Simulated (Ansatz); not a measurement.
I need a relaxation followed by a look at the electronic structure of LiHfSe2, space group P-3m1. Use Ansatz's Python interface. Use (first run): r2SCAN, PAW, cutoff 500 eV, 7×7×4 k-points, Methfessel-Paxton smearing of 0.1 eV.

```yaml
crystal:
  lattice:
    - [3.70598, 0.00000, 0.00000]
    - [-1.85299, 3.20947, 0.00000]
    - [0.00000, 0.00000, 6.59956]
  atoms:
    - { symbol: Li, position: [0.00000, 0.00000, 0.50000] }
    - { symbol: Hf, position: [0.00000, 0.00000, 0.00000] }
    - { symbol: Se, position: [0.33333, 0.66667, 0.24830] }
    - { symbol: Se, position: [0.66667, 0.33333, 0.75170] }
```

The script, `run_pipeline.py`:
```python
"""Relax LiHfSe2, then bands and states at the relaxed cell."""

import warnings

import ansatz
import numpy as np


def count_gap(report):
    # lowest empty less highest filled band, counting bands; zero where they overlap
    return max(report.get("gap_by_band_count_ev") or 0.0, 0.0)


def setup_for(crystal, spacing):
    return (
        crystal.calculation()
        .functional("r2SCAN")
        .basis(500)
        .occupations("Methfessel-Paxton", width=0.1)
        .kpoints(spacing=spacing)
    )


def main() -> None:
    warnings.simplefilter("ignore", ansatz.DeckWarning)

    lattice = ansatz.Lattice.of(
        [3.705978, 0.0, 0.0],
        [-1.852989, 3.209471, 0.0],
        [0.0, 0.0, 6.599564],
    )
    sites = [
        ("Li", [0.0, 0.0, 0.5]),
        ("Hf", [0.0, 0.0, 0.0]),
        ("Se", [1 / 3, 2 / 3, 0.248303]),
        ("Se", [2 / 3, 1 / 3, 0.751697]),
    ]
    lihfse2 = ansatz.Crystal(lattice=lattice)
    for symbol, position in sites:
        lihfse2 = lihfse2.atom(symbol, position)

    relaxed = setup_for(lihfse2, 0.3).relax(cell=True, force_tolerance=0.01, max_steps=40).checkpoint(write="relax.run", compress=False).run()
    cell = np.asarray(relaxed.lattice.cell_ang)
    print("relaxed edges (A):", np.linalg.norm(cell, axis=1).round(4), " volume:", round(abs(np.linalg.det(cell)), 3), "A^3")
    for site in relaxed.lattice.sites:
        print(" ", site.symbol, np.round(site.position_frac, 4) + 0.0)

    final = ansatz.Crystal.from_checkpoint("relax.run")
    out = setup_for(final, 0.22).functional("lda").stress().band_table().density_of_states(energy_step=0.05).run()
    rep = out.report
    dos = out.density_of_states()
    print(f"pressure at the relaxed cell {np.trace(rep['stress_gpa']) / 3:.3f} GPa, gap by band count {count_gap(rep):.3f} eV")
    if count_gap(rep) == 0:
        print("states/eV at the Fermi level:", round(float(np.interp(dos.fermi_ev, dos.energies_ev, dos.spin_summed_g_bin_mean_per_ev)), 3))


if __name__ == "__main__":
    main()
```

```console
$ python run_pipeline.py
relaxed edges (A): [3.7061 3.7061 6.6496]  volume: 79.097 A^3
  Li [0.  0.  0.5]
  Hf [0. 0. 0.]
  Se [0.3333 0.6667 0.2477]
  Se [0.6667 0.3333 0.7523]
pressure at the relaxed cell -4.536 GPa, gap by band count 0.000 eV
states/eV at the Fermi level: 1.71
```

Only differences from the Fermi energy are physical; the zero of the scale is a convention. A gap by band count of zero or less means overlapping bands, a metal, and at an odd count of electrons it is no gap at all. The structure comes from a database of computed cells and needn't be a stable or known phase. Gaps and levels are Kohn-Sham values on a finite set of k-points, without spin-orbit coupling. Where the second run takes another functional or mesh than the relaxation, its pressure isn't zero; pressure is positive in compression. The computed bands are complete only to about 3.3 eV above the Fermi level; beyond that the density of states is undercounted. Wall time of the script: 120 s on 1 thread of Arm Neoverse N1, on a shared host, peak memory 0.7 GiB.
